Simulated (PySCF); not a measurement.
# C4H3ClSSi: the cost of one run

Computed with PySCF 2.14.0, with density-fitted response routines of our own, on a single molecule in the gas phase. Atoms are numbered from 0 throughout.

## (1) Starting geometry

10 atoms, charge 0, multiplicity 1; geometry from: GFN2-xTB. The atoms were then displaced at random by about 0.01 Å, so the start is not that level's minimum.

Bonds of the start (Å): C0–C1 1.22, C1–Si2 1.85, Si2–C3 1.83, C3–C4 1.35, C4–Cl5 1.71, C4–S6 1.78, S6–Si2 2.23, C0–H7 1.06, Si2–H8 1.47, C3–H9 1.08.

## (2) Relaxing the molecule at PBE0-D3(BJ)/def2-SVP

Job settings and geometry (Å):

```
{"job": {"xc": "PBE0", "basis": "def2-SVP", "d3": "d3bj", "grid": 1, "shake": 0.01, "kind": "geom"}, "charge": 0, "multiplicity": 1}
C      2.917240     0.181870    -0.229660
C      1.820830    -0.162450     0.174500
Si     0.163280    -0.696540     0.800520
C     -1.262650    -0.389550    -0.298200
C     -1.835130     0.626970     0.378210
Cl    -3.254360     1.505980     0.026100
S     -0.841120     1.022360     1.798170
H      3.847030     0.534020    -0.599960
H      0.196990    -1.820370     1.742000
H     -1.701660    -0.823230    -1.183980
```

On the command line:

```bash
$ OMP_NUM_THREADS=1 python probes_run.py task.json out
```

The driver reads the jobs from task.json and runs them one after another.

**Question.** How long does this first job take on 1 thread of Arm Neoverse V2, shared host, and how much memory does it need?

About 46 s, with a peak of 0.53 GiB.
